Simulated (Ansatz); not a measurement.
# C₆H₁₄S: a ladder of functionals and wavefunction methods

An exercise on one series of results from a longer session: the logs are not shown, and one member is left open.

Computed with Ansatz 0.2.0, Gaussian basis. Level: functionals in def2-TZVPP, the program's frozen cores in correlated methods.

The runs, in order: LDA (SPW92), PBE-D4, revPBE-D4, BLYP-D4, r2SCAN-D4, B97M-V, PBE0-D4, B3LYP-D4, r2SCANh-D4, r2SCAN0-D4, HSE06-D4, BHLYP-D4, CAM-B3LYP-D4, LC-ωPBE, ωB97X-V, ωB97M-V, B2PLYP, PBE-QIDH; CCSD(T)/def2-SVP; CCSD(T)/def2-TZVPP; MP2/def2-QZVPP; extrapolation to the limit; RPA on PBE.

1 further run of the same task is left out (it didn't finish). Runs told in other sessions of the task aren't counted.

### The relaxed structure

An earlier PBE0-D4 in a triple-zeta def2 set relaxation fixed the geometry.

SMILES `CCSC(C)(C)C`, 21 atoms, charge 0, spin multiplicity 1.

Atoms are counted from 1 here; the program's logs count them from 0.

Bond lengths: C1–C2 1.518 Å, C1–H8 1.092 Å, C1–H9 1.092 Å, C1–H10 1.093 Å, C2–S3 1.805 Å, C2–H11 1.093 Å, C2–H12 1.092 Å, S3–C4 1.833 Å, C4–C5 1.522 Å, C4–C6 1.524 Å, C4–C7 1.522 Å, C5–H13 1.092 Å, C5–H14 1.091 Å, C5–H15 1.095 Å, C6–H16 1.094 Å, C6–H17 1.092 Å, C6–H18 1.092 Å, C7–H19 1.092 Å and more. Angles: C2–C1–H8 111.1°, C2–C1–H9 111.1°, C2–C1–H10 110.3°, H8–C1–H9 108.0°, H8–C1–H10 108.1°, H9–C1–H10 108.1°, C1–C2–S3 108.7°, C1–C2–H11 110.2°, C1–C2–H12 110.2°, S3–C2–H11 109.7°, S3–C2–H12 109.7°, H11–C2–H12 108.3°, C2–S3–C4 103.9°, S3–C4–C5 111.0°, S3–C4–C6 104.0°, S3–C4–C7 111.0°, C5–C4–C6 109.9°, C5–C4–C7 110.7° and more.

As a file:

```xyz
21
charge 0, multiplicity 1
C     1.5508   -2.0637   -1.9183
C     1.1572   -0.8004   -1.1752
S    -0.3036   -1.1487   -0.1733
C    -0.6570    0.4458    0.6592
C    -0.9652    1.5360   -0.3568
C    -1.8934    0.1559    1.5018
C     0.4986    0.8599    1.5586
H     0.7443   -2.4023   -2.5724
H     1.7824   -2.8730   -1.2223
H     2.4345   -1.8812   -2.5342
H     1.9763   -0.4712   -0.5316
H     0.9357    0.0004   -1.8847
H    -0.0972    1.7669   -0.9777
H    -1.7866    1.2384   -1.0111
H    -1.2513    2.4574    0.1611
H    -2.1871    1.0575    2.0470
H    -1.6976   -0.6350    2.2293
H    -2.7330   -0.1536    0.8754
H     1.4027    1.0709    0.9838
H     0.7276    0.0777    2.2845
H     0.2374    1.7728    2.1040
```

Set-up of the first run:

File in.yaml:

```yaml
crystal:
  periodic: [false, false, false]
  atoms:
    - {symbol: C, position_ang: [1.550809, -2.063700, -1.918250]}
    - {symbol: C, position_ang: [1.157246, -0.800371, -1.175240]}
    - {symbol: S, position_ang: [-0.303605, -1.148676, -0.173311]}
    - {symbol: C, position_ang: [-0.657008, 0.445796, 0.659226]}
    - {symbol: C, position_ang: [-0.965212, 1.536010, -0.356824]}
    - {symbol: C, position_ang: [-1.893425, 0.155928, 1.501783]}
    - {symbol: C, position_ang: [0.498623, 0.859939, 1.558620]}
    - {symbol: H, position_ang: [0.744347, -2.402329, -2.572350]}
    - {symbol: H, position_ang: [1.782446, -2.872966, -1.222316]}
    - {symbol: H, position_ang: [2.434522, -1.881228, -2.534201]}
    - {symbol: H, position_ang: [1.976348, -0.471182, -0.531567]}
    - {symbol: H, position_ang: [0.935726, 0.000387, -1.884656]}
    - {symbol: H, position_ang: [-0.097153, 1.766931, -0.977683]}
    - {symbol: H, position_ang: [-1.786572, 1.238437, -1.011109]}
    - {symbol: H, position_ang: [-1.251296, 2.457383, 0.161085]}
    - {symbol: H, position_ang: [-2.187127, 1.057476, 2.047048]}
    - {symbol: H, position_ang: [-1.697603, -0.634988, 2.229343]}
    - {symbol: H, position_ang: [-2.733034, -0.153622, 0.875355]}
    - {symbol: H, position_ang: [1.402713, 1.070875, 0.983766]}
    - {symbol: H, position_ang: [0.727558, 0.077667, 2.284494]}
    - {symbol: H, position_ang: [0.237398, 1.772830, 2.103990]}
basis:
  gaussian: {orbitals: def2-TZVPP}
hamiltonian: {xc: lda}
output: {orbitals: {seedname: orbitals}}
```

Started as:

```bash
$ ansatz run in.yaml --threads 2 --pin off --events-out ev --progress --plain --max-ram 22528MiB --backend cuda --devices 0, --max-vram 18GiB
```

Among the steps run: LDA; PBE-D4 (GGA); revPBE-D4 (GGA); BLYP-D4 (GGA); r2SCAN-D4 (meta-GGA); B97M-V (meta-GGA); PBE0-D4 (hybrid); B3LYP-D4 (hybrid); r2SCANh-D4 (hybrid); r2SCAN0-D4 (hybrid); HSE06-D4 (hybrid); BHLYP-D4 (hybrid); CAM-B3LYP-D4 (range-separated); LC-ωPBE (range-separated); ωB97X-V (range-separated); ωB97M-V (range-separated); B2PLYP (double hybrid); PBE-QIDH (double hybrid).

One of the session's tables, all rows but one given; the rest of the session is left out.

It belongs to the step «Orbital energies across the functionals». 

```
  functional  HOMO (eV)  LUMO (eV)  gap (eV)
 LDA (SPW92)      -5.06      -0.22      4.84
      PBE-D4      -4.94       0.00      4.94
   revPBE-D4      -4.89       0.10      4.99
     BLYP-D4      -4.81       0.07      4.88
   r2SCAN-D4      -5.17       0.38      5.55
      B97M-V      -5.31       0.18      5.49
     PBE0-D4      -6.15       0.91      7.07
    B3LYP-D4      -5.93       0.62      6.56
  r2SCANh-D4      -5.62       0.72      6.34
  r2SCAN0-D4      -6.30       1.20      7.50
    HSE06-D4      -5.75       0.54      6.29
    BHLYP-D4      -7.25       1.62      8.87
CAM-B3LYP-D4          ?          ?         ?
     LC-ωPBE      -8.88       3.06     11.94
     ωB97X-V      -8.55       2.83     11.38
     ωB97M-V      -8.40       2.44     10.84
```

**Question.** Estimate the row for CAM-B3LYP-D4.

**Answer.** HOMO (eV): -7.50; LUMO (eV): 1.77; gap (eV): 9.28. In the column «HOMO (eV)» it lies between ωB97M-V (-8.40) and BHLYP-D4 (-7.25).
